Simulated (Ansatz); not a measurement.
# InO₂ (quartet): wave-function methods side by side at a displaced geometry (v2), def2-SVP

An exercise on one series of results from a longer session: the logs are not shown, and one member is left open.

Computed with Ansatz 0.2.0, Gaussian basis. Level: def2-SVP, core rule «outside noble gas», up to 11 orbitals frozen.

Plan: UHF; CCSD(T) on ROHF; CCSD(T) on UHF; BCCD(T) on ROHF; CISD; CCSDT(Q) on ROHF; CCSDT(Q) on UHF.

49 further runs of the same task are left out: 12 for a known fault of the program, 20 that didn't finish, 17 set aside as unsound or not needed.

## What is computed

The geometry is a PBE0/def2-TZVP stationary point (not a proven minimum) with its atoms shifted at random (size 0.100 Å). No spin-orbit coupling is included. Elements past krypton take def2 core potentials.

3 atoms, charge 0, spin multiplicity 4.

Atoms are counted from 1 here; the program's logs count them from 0.

Bond lengths: In1–O2 2.056 Å, In1–O3 2.046 Å. Angles: O2–In1–O3 112.6°.

Set-up of the first run:

File in.yaml:

```yaml
crystal:
  periodic: [false, false, false]
  atoms:
    - {symbol: In, position_ang: [0.027585, -0.246678, -0.001635]}
    - {symbol: O, position_ang: [-0.137289, 0.901341, -1.699763]}
    - {symbol: O, position_ang: [-0.060669, 0.868917, 1.711499]}
basis:
  gaussian: {orbitals: def2-SVP}
magnetization: {spin_polarized: true, initial_magnetization: 3}
hamiltonian: {xc: hf}
output: {orbitals: {seedname: orbitals}}
```

Started as:

```bash
> ansatz run in.yaml --threads 1 --pin off --events-out ev --progress --plain --max-ram 2393MiB
```

Among the steps run: UHF; CCSD(T) on ROHF; CCSD(T) on UHF; BCCD(T) on ROHF; CISD; CCSDT(Q) on ROHF; CCSDT(Q) on UHF.

One table of the session follows, with a row left open; its other results are not shown here.

It belongs to the step «Misses and costs». 

| method | from UCCSDT(Q) (meV) |
| --- | --- |
| ROHF | +9987.0 |
| UHF | +9635.0 |
| RMP2 | +1009.1 |
| UMP2 | +1011.3 |
| RCCSD | ? |
| UCCSD | +282.8 |
| RCCSD(T) | +80.7 |
| UCCSD(T) | +71.1 |
| BCCD(T) | +81.3 |
| RCCSDT | +44.4 |
| UCCSDT | +32.0 |
| RCCSDT(Q) | +17.2 |
| UCCSDT(Q) | 0 |

**Question.** Estimate the row for RCCSD.

The run gave: from UCCSDT(Q) (meV): +305.7. In the column «from UCCSDT(Q) (meV)» it lies between UCCSD (+282.8) and RMP2 (+1009.1).

Not comparable, so not listed: CISD (they don't share determinant, frozen orbitals or solution with the rows shown, or repeat one).

Caveats from the session: Restricted and unrestricted rows rest on different reference determinants; where their highest levels disagree by more than a few hundredths of an eV, they describe different states and don't form one ladder.
